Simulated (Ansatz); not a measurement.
**C₂H₈O₂Si: a ladder of functionals and wavefunction methods**

One table from this session's results is given with a row withheld; the runs are named, their logs left out.

Computed with Ansatz 0.2.0, Gaussian basis. Level: functionals in def2-TZVPP, the program's frozen cores in correlated methods.

Levels to be run: LDA (SPW92), PBE-D4, revPBE-D4, BLYP-D4, r2SCAN-D4, B97M-V, PBE0-D4, B3LYP-D4, r2SCANh-D4, r2SCAN0-D4, HSE06-D4, BHLYP-D4, CAM-B3LYP-D4, LC-ωPBE, ωB97X-V, ωB97M-V, B2PLYP, PBE-QIDH; CCSD(T)/def2-SVP; CCSD(T)/def2-TZVPP; MP2/def2-QZVPP; extrapolation to the limit; RPA on PBE.

### Structure used throughout

All runs share one geometry, relaxed beforehand with PBE0-D4 in a triple-zeta def2 set.

SMILES `C[Si](C)(O)O`, 13 atoms, charge 0, spin multiplicity 1.

Atoms are counted from 1 here; the program's logs count them from 0.

Bond lengths: C1–Si2 1.866 Å, C1–H6 1.094 Å, C1–H7 1.093 Å, C1–H8 1.094 Å, Si2–C3 1.854 Å, Si2–O4 1.654 Å, Si2–O5 1.644 Å, C3–H9 1.092 Å, C3–H10 1.093 Å, C3–H11 1.093 Å, O4–H12 0.957 Å, O5–H13 0.958 Å. Angles: Si2–C1–H6 111.4°, Si2–C1–H7 110.5°, Si2–C1–H8 111.6°, H6–C1–H7 107.7°, H6–C1–H8 107.9°, H7–C1–H8 107.5°, C1–Si2–C3 111.8°, C1–Si2–O4 109.0°, C1–Si2–O5 111.9°, C3–Si2–O4 111.7°, C3–Si2–O5 105.7°, O4–Si2–O5 106.7°, Si2–C3–H9 110.3°, Si2–C3–H10 110.9°, Si2–C3–H11 111.2°, H9–C3–H10 108.1°, H9–C3–H11 108.2°, H10–C3–H11 108.1° and more.

The first run:

The input, in.yaml:

```yaml
crystal:
  periodic: [false, false, false]
  atoms:
    - {symbol: C, position_ang: [-1.409844, 0.466402, -0.599540]}
    - {symbol: Si, position_ang: [0.173195, 0.155876, 0.337728]}
    - {symbol: C, position_ang: [1.315294, -0.967997, -0.593945]}
    - {symbol: O, position_ang: [-0.196908, -0.449864, 1.832000]}
    - {symbol: O, position_ang: [1.019318, 1.543505, 0.586943]}
    - {symbol: H, position_ang: [-2.067677, 1.150152, -0.055864]}
    - {symbol: H, position_ang: [-1.196190, 0.914784, -1.573240]}
    - {symbol: H, position_ang: [-1.961525, -0.461362, -0.778293]}
    - {symbol: H, position_ang: [2.206841, -1.179209, 0.000837]}
    - {symbol: H, position_ang: [1.635168, -0.508963, -1.532736]}
    - {symbol: H, position_ang: [0.829948, -1.918548, -0.829642]}
    - {symbol: H, position_ang: [-1.037671, -0.896013, 1.930649]}
    - {symbol: H, position_ang: [0.710353, 2.116437, 1.289804]}
basis:
  gaussian: {orbitals: def2-TZVPP}
hamiltonian: {xc: lda}
output: {orbitals: {seedname: orbitals}}
```

Command:

```
> ansatz run in.yaml --threads 4 --pin off --events-out ev --progress --plain --max-ram 10444MiB
```

Among the steps run: LDA; PBE-D4 (GGA); revPBE-D4 (GGA); BLYP-D4 (GGA); r2SCAN-D4 (meta-GGA); B97M-V (meta-GGA); B3LYP-D4 (hybrid); r2SCANh-D4 (hybrid); r2SCAN0-D4 (hybrid); HSE06-D4 (hybrid); BHLYP-D4 (hybrid); CAM-B3LYP-D4 (range-separated); LC-ωPBE (range-separated); ωB97X-V (range-separated); ωB97M-V (range-separated); B2PLYP (double hybrid); PBE-QIDH (double hybrid).

One table of the session follows, with a row left open; its other results are not shown here.

It belongs to the step «Orbital energies across the functionals». 

```
  functional  HOMO (eV)  LUMO (eV)  gap (eV)
 LDA (SPW92)      -6.71      -0.32      6.39
      PBE-D4      -6.57      -0.18      6.39
   revPBE-D4      -6.51      -0.10      6.41
     BLYP-D4      -6.49      -0.23      6.26
   r2SCAN-D4          ?          ?         ?
      B97M-V      -6.99       0.01      7.00
     PBE0-D4      -8.02       0.64      8.66
    B3LYP-D4      -7.81       0.27      8.08
  r2SCANh-D4      -7.43       0.80      8.23
  r2SCAN0-D4      -8.23       1.13      9.36
    HSE06-D4      -7.61       0.28      7.89
    BHLYP-D4      -9.39       1.21     10.60
CAM-B3LYP-D4      -9.45       1.36     10.81
     LC-ωPBE     -10.78       2.71     13.48
     ωB97X-V     -10.44       2.47     12.91
     ωB97M-V     -10.31       2.02     12.33
```

**Question.** Estimate the row for r2SCAN-D4.

Worked estimate for «HOMO (eV)». Against the share of exact exchange, r2SCANh-D4 (0.1, -7.43), r2SCAN0-D4 (0.25, -8.23) give a slope of -5.33 per unit share; at 0 the line stands at -6.90.

**Answer.** HOMO (eV): -6.89; LUMO (eV): 0.56; gap (eV): 7.45. In «HOMO (eV)» the line misses by -0.01.
